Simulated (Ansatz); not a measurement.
# BGeNH (doublet): from Hartree-Fock to the top rungs at a displaced geometry (v2), cc-pVDZ

The task here is to estimate one member of a computed series from the others.

The runs use Ansatz 0.2.0, Gaussian basis; cc-pVDZ, core rule «outside noble gas», up to 16 orbitals frozen.

The runs, in order: UHF; CCSD(T) on ROHF; CCSD(T) on UHF; BCCD(T) on ROHF; CISD; CCSDT(Q) on ROHF; CCSDT(Q) on UHF; CASSCF and MRCISD+Q, 9 electrons in 9 orbitals; CASSCF and NEVPT2, 9 electrons in 9 orbitals.

21 further runs of the same task are left out: 9 that didn't finish, 12 set aside as unsound or not needed.

## What is computed

The geometry is a PBE0/def2-TZVP stationary point (not a proven minimum) with its atoms shifted at random (size 0.100 Å). No spin-orbit coupling is included. The filled d shell of Ge may be among the frozen orbitals whatever the setting's name suggests; the logs give the count.

4 atoms, charge 0, spin multiplicity 2.

Atoms are counted from 1 here; the program's logs count them from 0.

Bond lengths: Ge1–B2 2.213 Å, Ge1–N3 1.859 Å, B2–N3 1.342 Å, B2–H4 1.119 Å. Angles: B2–Ge1–N3 37.2°, Ge1–B2–N3 56.9°, Ge1–B2–H4 141.8°, N3–B2–H4 156.3°, Ge1–N3–B2 85.9°.

Coordinates:

```xyz
4
BGeHN
Ge    0.0307    0.0629    0.5039
B    -0.1342    0.4630   -1.6662
N    -0.0575   -0.7746   -1.1529
H     0.0256    1.2686   -2.4255
```

Set-up of the first run:

Input file in.yaml:

```yaml
crystal:
  periodic: [false, false, false]
  atoms:
    - {symbol: Ge, position_ang: [0.030709, 0.062855, 0.503942]}
    - {symbol: B, position_ang: [-0.134165, 0.463006, -1.666201]}
    - {symbol: N, position_ang: [-0.057545, -0.774629, -1.152897]}
    - {symbol: H, position_ang: [0.025564, 1.268608, -2.425536]}
basis:
  gaussian: {orbitals: cc-pVDZ}
magnetization: {spin_polarized: true, initial_magnetization: 1}
hamiltonian: {xc: hf}
output: {orbitals: {seedname: orbitals}}
```

Started as:

```sh
> ansatz run in.yaml --threads 1 --pin off --events-out ev --progress --plain --max-ram 2393MiB
```

Steps of the session up to this table: UHF; CCSD(T) on ROHF; CCSD(T) on UHF; BCCD(T) on ROHF; CISD; CCSDT(Q) on ROHF; CCSDT(Q) on UHF; CASSCF and MRCISD+Q, 9 electrons in 9 orbitals; CASSCF and NEVPT2, 9 electrons in 9 orbitals.

One of the session's tables, all rows but one given; the rest of the session is left out.

| method | from UCCSDT(Q) (kJ/mol) |
| --- | --- |
| ROHF | +922.7 |
| UHF | +911.1 |
| RMP2 | +94.5 |
| UMP2 | +98.6 |
| RCCSD | +48.8 |
| UCCSD | +48.2 |
| RCCSD(T) | +6.3 |
| UCCSD(T) | +6.3 |
| BCCD(T) | +6.1 |
| RCCSDT | +4.7 |
| UCCSDT | +4.5 |
| RCCSDT(Q) | ? |
| UCCSDT(Q) | 0 |

Q: Estimate the row for RCCSDT(Q) from the others.

As computed: from UCCSDT(Q) (kJ/mol): +0.6. In the column «from UCCSDT(Q) (kJ/mol)» it lies between UCCSDT(Q) (0) and UCCSDT (+4.5).

Not comparable, so not listed: CISD (they don't share determinant, frozen orbitals or solution with the rows shown, or repeat one).

To keep in mind: Left out of the table: CASSCF frontier, NEVPT2 frontier, MRCISD frontier, MRCISD+Q frontier (the active space lost an orbital or holds another state than full CI finds). Restricted and unrestricted rows rest on different reference determinants; where their highest levels disagree by more than a few hundredths of an eV, they describe different states and don't form one ladder. Warnings in the runs' records: passed over end.
